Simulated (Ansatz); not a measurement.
A run of Ansatz 0.2.0 is set up as follows.

input

```
crystal:
  lattice:
    - [0.0, 2.56221, 2.56221]
    - [2.56221, 0.0, 2.56221]
    - [2.56221, 2.56221, 0.0]
  atoms:
    - { symbol: Nb, position: [0.0, 0.0, 0.0] }
    - { symbol: Cu, position: [0.5, 0.5, 0.5] }
hamiltonian:
  xc:
    exchange: hjs_pbesol
    correlation: pbesol
    exx: { coeff: 0.25, omega: 0.207 }
  pseudopotentials: { kind: paw }
kpoints:
  mp_grid: { grid: [5, 5, 5] }
scf:
  occupations: { method: fermi_dirac, width: 0.05 }
output:
  forces: true
  stress: true
  eigenvalues: true
relax:
  f_tol: 0.01
  max_steps: 40
  cell: { stress_tol: 0.05 }
```

(1) Predict the relaxed volume.

(2) Estimate the space group after relaxing (to 0.05 Å).

(3) What does it give for the relaxed cell?

(4) What does it give for the band gap on the k mesh?

Results:

(1) 16.03 Å³/atom.

(2) Fm-3m (No. 225).

(3) a = 3.566 Å, b = 3.566 Å, c = 3.566 Å, α = 60.00°, β = 60.00°, γ = 60.00°.

(4) none (metal or under the smearing width).

Caveat: the k mesh is coarse (spacing up to 0.42 Å⁻¹), so the values aren't converged, least of all with exact exchange; the PAW data sets come from PBE, with cores solved anew for the run's functional, which leaves a small shift of forces and pressure.
